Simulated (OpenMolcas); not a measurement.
**BCl2F (dichlorofluoroborane) at HF/cc-pVTZ (RICD fitting, fitting threshold 1e-06)**

What is the vertical ionisation energy of BCl2F (dichlorofluoroborane) at HF/cc-pVTZ (RICD fitting, fitting threshold 1e-06)? 

Program for the calculation: OpenMolcas 26.06.

### 1 Starting point

BCl2F: 4 atoms, total charge 0, spin state singlet. As SMILES, `FB(Cl)Cl`. Geometry: relaxed at PBE0-D4/def2-TZVP.

Bond lengths: F1–B2 1.310 Å, B2–Cl3 1.739 Å, B2–Cl4 1.739 Å. Angles: F1–B2–Cl3 119.3°, F1–B2–Cl4 119.3°, Cl3–B2–Cl4 121.5°.

### 2 Energy and forces at HF/cc-pVTZ (RICD fitting, fitting threshold 1e-06)

The input, geom.xyz:

```xyz
4

F      0.114370    -1.165320    -0.781190
B      0.007910    -0.080610    -0.054040
Cl    -1.549540     0.373780     0.571420
Cl     1.427260     0.872140     0.263810
```

The input, job.input:

```
* BCl2F Hartree-Fock
>>> EXPORT MOLCAS_PRINT=2

&GATEWAY
  BasLib
  $CurrDir
  Coord
  geom.xyz
  Basis
  cc-pVTZ
  Group
  NoSym
  RICD
  aCD
  CDThreshold
  1e-06

&SEWARD

&SCF
  PrOrbitals
  0

&ALASKA
```

The basis set cc-pVTZ is read from a file made from the Basis Set Exchange's data (not shown).

Started as:

```bash
$ export MOLCAS_MEM=1860
$ pymolcas job.input > job.log
```

The log of the run:

```text
--- Start Module: gateway ---
[...]
--- Stop Module: gateway /rc=_RC_ALL_IS_WELL_ ---
[...]
      Basis functions          128
[...]
--- Start Module: scf ---
[...]
       Convergence after  11 Iterations
[...]
::    Total SCF energy                              -1043.3580966532
[...]
      Total spin, S                                     0.0000000000
[...]
      Total electronic charge=   48.000000
      Total            charge=   -0.000000
[...]
      Dipole Moment (debye):
      Origin of the operator (angstrom)=   -0.0202    0.2055    0.1378
                   X= -2.5400E-02               Y=  2.5876E-01               Z=  1.7345E-01           Total=  3.1255E-01
      Quadrupole Moment (debye*angstrom):
[...]
--- Stop Module: scf /rc=_RC_ALL_IS_WELL_ ---
[...]
--- Start Module: alaska ---
[...]
 *              Molecular gradients               *
 **************************************************
  Irreducible representation: a
 ------------------------------------------------------------------------------------------
                              X                       Y                       Z
 ------------------------------------------------------------------------------------------
  F1                1.37860570891912E-03   -1.40403871059220E-02   -9.41189281277843E-03
  B2               -1.59250468676997E-03    1.62266397869539E-02    1.08767466347339E-02
  CL3               4.26386812021917E-03   -3.96820217799743E-04   -1.16174055703766E-03
  CL4              -4.04996914206635E-03   -1.78943246323371E-03   -3.03113264934485E-04
 ------------------------------------------------------------------------------------------
--- Stop Module: alaska /rc=_RC_ALL_IS_WELL_ ---
[...]
```

It took 14 s on 1 thread of Arm Neoverse V1, shared host; peak memory 0.26 GiB.

### 3 The doublet cation, same level

geom.xyz is that of step 2.

The input, job.input:

```
&GATEWAY
 BASLIB=$CurrDir
 COORD=geom.xyz
 BASIS=cc-pVTZ
 GROUP=NoSym
 RICD
 ACD
 CDTHRESHOLD=1e-06

&SEWARD

&SCF
 UHF
 CHARGE=1
 SPIN=2
 PRORBITALS=0

&ALASKA
```

The basis set cc-pVTZ is read from a file made from the Basis Set Exchange's data (not shown).

Started as:

```bash
$ export MOLCAS_MEM=1860
$ pymolcas job.input > job.log
```

The log of the run:

```text
--- Start Module: gateway ---
[...]
--- Stop Module: gateway /rc=_RC_ALL_IS_WELL_ ---
[...]
      Basis functions          128
[...]
--- Start Module: scf ---
[...]
       Convergence after  20 Iterations
[...]
::    Total SCF energy                              -1042.9239599661
[...]
      Total spin, S                                     0.5189569988
[...]
      Total electronic charge=   47.000000
      Total            charge=    1.000000
[...]
      Dipole Moment (debye):
      Origin of the operator (angstrom)=   -0.0202    0.2055    0.1378
                   X= -1.5044E-01               Y=  1.5364E+00               Z=  1.0299E+00           Total=  1.8558E+00
      Center of Charge (angstrom)
[...]
--- Stop Module: scf /rc=_RC_ALL_IS_WELL_ ---
[...]
--- Start Module: alaska ---
[...]
 *              Molecular gradients               *
 **************************************************
  Irreducible representation: a
 ------------------------------------------------------------------------------------------
                              X                       Y                       Z
 ------------------------------------------------------------------------------------------
  F1                3.57065829502878E-03   -3.63872460683368E-02   -2.43922070089031E-02
  B2               -6.35689673337655E-03    6.48310584928907E-02    4.34585233255923E-02
  CL3              -7.16159471685529E-03   -1.56528670907585E-02   -8.64835497768635E-03
  CL4               9.94783315520564E-03   -1.27909453337907E-02   -1.04179613389861E-02
 ------------------------------------------------------------------------------------------
--- Stop Module: alaska /rc=_RC_ALL_IS_WELL_ ---
[...]
```

Run time: 26 s. Hardware: 1 thread of Arm Neoverse V1, shared host; peak memory 0.26 GiB.

### 4 Results

Level: HF/cc-pVTZ (RICD fitting, fitting threshold 1e-06).

| quantity | value |
| --- | --- |
| singlet BCl2F: total energy | -1043.35810 Eh |
| singlet BCl2F: dipole moment | 0.31 D |
| singlet BCl2F: HOMO energy | -12.85 eV |
| singlet BCl2F: LUMO energy | 2.95 eV |
| singlet BCl2F: HOMO–LUMO gap | 15.80 eV |
| singlet BCl2F: largest force on an atom | 1.008 eV/Å |
| doublet cation: total energy | -1042.92396 Eh |
| doublet cation: HOMO energy (highest over α and β) | -17.93 eV |
| doublet cation: LUMO energy (lowest over α and β) | -10.78 eV |
| doublet cation: ⟨S²⟩ | 0.788 |
| doublet cation: largest force on an atom | 4.027 eV/Å |
| vertical ionisation energy (to the doublet cation) | 11.813 eV |

In words: Removing an electron at fixed nuclei costs 11.81 eV (1140 kJ/mol). The largest force (singlet BCl2F) is 1.01 eV/Å: the shape isn't a stationary point for this species at this level. The negative HOMO energy of the first species, 12.85 eV, lies 1.03 eV above that difference. Mulliken charges (doublet cation) run from -0.13 on F1 to +0.39 on Cl4; they depend strongly on the basis.
